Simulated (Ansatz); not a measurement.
# WSe2: the cost of one run

Program: Ansatz 0.2.0. Level of theory: DFT LDA, all-electron LAPW, scalar-relativistic unless said. These are calculated values, not measurements.

## 1. The system as given

The structure is hexagonal, space group P6_3/mmc (No. 194). Conventional cell: a = 3.250 Å, b = 3.250 Å, c = 12.820 Å, α = 90.00°, β = 90.00°, γ = 120.00°. W (site symmetry -6m2) is surrounded by 6 Se at 2.51 Å. Se (site symmetry 3m) is surrounded by 3 W at 2.51 Å.

Structure file:

```cif
data_structure
_symmetry_space_group_name_H-M 'P 1'
_symmetry_Int_Tables_number 1
_cell_length_a 3.2497
_cell_length_b 3.2497
_cell_length_c 12.8202
_cell_angle_alpha 90.000
_cell_angle_beta 90.000
_cell_angle_gamma 120.000
_cell_volume 117.25
loop_
_atom_site_label
_atom_site_type_symbol
_atom_site_fract_x
_atom_site_fract_y
_atom_site_fract_z
_atom_site_occupancy
W1 W 0.33333 0.66667 0.25000 1
W2 W 0.66667 0.33333 0.75000 1
Se1 Se 0.33333 0.66667 0.61998 1
Se2 Se 0.66667 0.33333 0.11998 1
Se3 Se 0.33333 0.66667 0.88002 1
Se4 Se 0.66667 0.33333 0.38002 1
```

Cartesian axes are those of the input's lattice vectors. The structure goes back to a database entry.

## 2. Reference run, fine mesh, LAPW

File input.yaml:

```yaml
crystal:
  lattice:
    - [3.24970055035, 0.0, 0.0]
    - [-1.62485027518, 2.8143232313, 0.0]
    - [0.0, 0.0, 12.82021441185]
  atoms:
    - { symbol: W, position: [0.333333333333, 0.666666666667, 0.25] }
    - { symbol: W, position: [0.666666666667, 0.333333333333, 0.75] }
    - { symbol: Se, position: [0.333333333333, 0.666666666667, 0.619979857678] }
    - { symbol: Se, position: [0.666666666667, 0.333333333333, 0.119979857678] }
    - { symbol: Se, position: [0.333333333333, 0.666666666667, 0.880020142322] }
    - { symbol: Se, position: [0.666666666667, 0.333333333333, 0.380020142322] }
kpoints:
  mp_grid: { grid: [8, 8, 2] }
scf:
  occupations: { method: fixed }
hamiltonian:
  xc: lda
  pseudopotentials: { kind: all_electron, lapw: { basis_error: 0.001 } }
output:
  forces: true
  stress: true
  eigenvalues: true
  eigenstates:
    nscf_kmesh: { grid: [12, 12, 4] }
    de_dk: true
    e_range: [-9, 10.88566478945]
checkpoint:
  write: ck
  write_wavefunctions: false
```

Command:

```
ansatz run input.yaml --threads 1 --pin off --max-ram 3072MiB --backend cpu --events-out ev --progress --plain --runs-dir out
```

What time and memory should one allow on 1 thread of Intel Xeon 6975P-C (Granite Rapids), shared host?

About 2.3 min, with a peak of 0.93 GiB.
